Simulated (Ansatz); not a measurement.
# SiO2: further runs on the relaxed cell

An exercise on one series of results from a longer session: the logs are not shown, and one member is left open.

Computed with Ansatz 0.2.0 (DFT r2SCAN, scalar-relativistic, plane waves, PAW, unless a step's input says otherwise).

## The starting structure

It takes space group Cmce (No. 64, orthorhombic). The conventional cell has a = 9.067 Å, b = 10.156 Å, c = 8.957 Å, α = 90.00°, β = 90.00°, γ = 90.00°. Si (site symmetry 1) is surrounded by 4 O at 1.60 to 1.61 Å. Around O (site symmetry 2) lie 2 Si at 1.60 Å. Around O (site symmetry m) lie 2 Si at 1.61 Å. Around O (site symmetry -1) lie 2 Si at 1.60 Å.

Structure file:

```cif
data_structure
_symmetry_space_group_name_H-M 'P 1'
_symmetry_Int_Tables_number 1
_cell_length_a 6.8073
_cell_length_b 6.8073
_cell_length_c 8.9570
_cell_angle_alpha 90.000
_cell_angle_beta 90.000
_cell_angle_gamma 96.488
_cell_volume 412.41
loop_
_atom_site_label
_atom_site_type_symbol
_atom_site_fract_x
_atom_site_fract_y
_atom_site_fract_z
_atom_site_occupancy
Si1 Si 0.30525 0.03488 0.90796 1
Si2 Si 0.46512 0.19475 0.59204 1
Si3 Si 0.03488 0.30525 0.09204 1
Si4 Si 0.19475 0.46512 0.40796 1
Si5 Si 0.96512 0.69475 0.90796 1
Si6 Si 0.69475 0.96512 0.09204 1
Si7 Si 0.80525 0.53488 0.59204 1
Si8 Si 0.53488 0.80525 0.40796 1
O1 O 0.82069 0.82069 0.00000 1
O2 O 0.63503 0.86497 0.25000 1
O3 O 0.67931 0.67931 0.50000 1
O4 O 0.32492 0.67508 0.38059 1
O5 O 0.13503 0.36497 0.25000 1
O6 O 0.86497 0.63503 0.75000 1
O7 O 0.17931 0.17931 0.00000 1
O8 O 0.36497 0.13503 0.75000 1
O9 O 0.00000 0.50000 0.00000 1
O10 O 0.17508 0.82492 0.88059 1
O11 O 0.67508 0.32492 0.61941 1
O12 O 0.82492 0.17508 0.11941 1
O13 O 0.32069 0.32069 0.50000 1
O14 O 0.50000 0.00000 0.00000 1
O15 O 0.00000 0.50000 0.50000 1
O16 O 0.50000 0.00000 0.50000 1
```

It goes back to an entry of the Materials Project, which need not be the stable form.

It is the result of an earlier relaxation at this level (volume 17.18 Å³/atom; gap on the mesh: 6.12 eV).

The first run:

File input.yaml:

```yaml
crystal:
  lattice:
    - [4.4876210273, -5.0268572761, 0.0]
    - [4.4876210273, 5.0268572761, 0.0]
    - [0.0, 0.0, 8.8665571404]
  atoms:
    - { symbol: Si, position: [0.3052533338, 0.0348816137, 0.9079587736] }
    - { symbol: Si, position: [0.4651183863, 0.1947466662, 0.5920412264] }
    - { symbol: Si, position: [0.0348816137, 0.3052533338, 0.0920412264] }
    - { symbol: Si, position: [0.1947466662, 0.4651183863, 0.4079587736] }
    - { symbol: Si, position: [0.9651183863, 0.6947466662, 0.9079587736] }
    - { symbol: Si, position: [0.6947466662, 0.9651183863, 0.0920412264] }
    - { symbol: Si, position: [0.8052533338, 0.5348816137, 0.5920412264] }
    - { symbol: Si, position: [0.5348816137, 0.8052533338, 0.4079587736] }
    - { symbol: O, position: [0.8206918439, 0.8206918439, 0.0] }
    - { symbol: O, position: [0.6350346497, 0.8649653503, 0.25] }
    - { symbol: O, position: [0.6793081561, 0.6793081561, 0.5] }
    - { symbol: O, position: [0.324918719, 0.675081281, 0.3805931656] }
    - { symbol: O, position: [0.1350346497, 0.3649653503, 0.25] }
    - { symbol: O, position: [0.8649653503, 0.6350346497, 0.75] }
    - { symbol: O, position: [0.1793081561, 0.1793081561, 0.0] }
    - { symbol: O, position: [0.3649653503, 0.1350346497, 0.75] }
    - { symbol: O, position: [0.0, 0.5, 0.0] }
    - { symbol: O, position: [0.175081281, 0.824918719, 0.8805931656] }
    - { symbol: O, position: [0.675081281, 0.324918719, 0.6194068344] }
    - { symbol: O, position: [0.824918719, 0.175081281, 0.1194068344] }
    - { symbol: O, position: [0.3206918439, 0.3206918439, 0.5] }
    - { symbol: O, position: [0.5, 0.0, 0.0] }
    - { symbol: O, position: [0.0, 0.5, 0.5] }
    - { symbol: O, position: [0.5, 0.0, 0.5] }
basis:
  ecutwfc: 500
kpoints:
  mp_grid: { grid: [4, 4, 4] }
hamiltonian:
  xc: r2scan
scf:
  occupations: { method: gaussian, width: 0.02 }
output:
  forces: true
  stress: true
  eigenvalues: true
relax:
  adjacent_minimum: "off"
  f_tol: 0.01
  max_steps: 30
  cell: { stress_tol: 0.1, fix: [volume] }
```

On the command line:

```
ansatz run input.yaml --threads 4 --pin off --max-ram 10240MiB --backend cpu --events-out ev --progress --plain --runs-dir out
```

Among the steps run: The cell scaled to 0.97 of its volume; Point at V/V0 = 1.03; Volume × 0.94; The cell scaled to 1.06 of its volume; The cell scaled to 0.91 of its volume; The cell scaled to 1.10 of its volume; Volume × 0.88.

One table of the session follows, with a row left open; its other results are not shown here.

It belongs to the step «Fit of the equation of state». 

```
volume (Å³/atom)  energy above the lowest point (meV/atom)  pressure (GPa)  gap on the mesh (eV)
          15.122                                      48.8            8.26                  6.34
          15.637                                      26.2            5.84                  6.31
          16.153                                         ?               ?                     ?
          16.668                                       2.7            1.68                  6.17
          17.184                                       0.0            0.00                  6.12
          17.699                                       3.1           -2.29                  6.07
          18.215                                      16.1           -5.78                  5.99
          18.902                                      49.9           -9.87                  5.82
```

**Question.** Estimate the row for volume (Å³/atom) = 16.153.

Worked estimate for «energy above the lowest point (meV/atom)». A straight line through the neighbours (15.637, 26.2) and (16.668, 2.7) gives 26.2 + (2.7 − 26.2) × (16.153 − 15.637) / (16.668 − 15.637) = 14.4; a parabola fitted to 4 rows on both sides gives 11.1.

As computed: energy above the lowest point (meV/atom): 11.1; pressure (GPa): 3.65; gap on the mesh (eV): 6.24. In «energy above the lowest point (meV/atom)» the line misses by +3.3 and the parabola by 0.0.

Limits of these values: Warnings in the runs' records: xc potential rough in thin density.
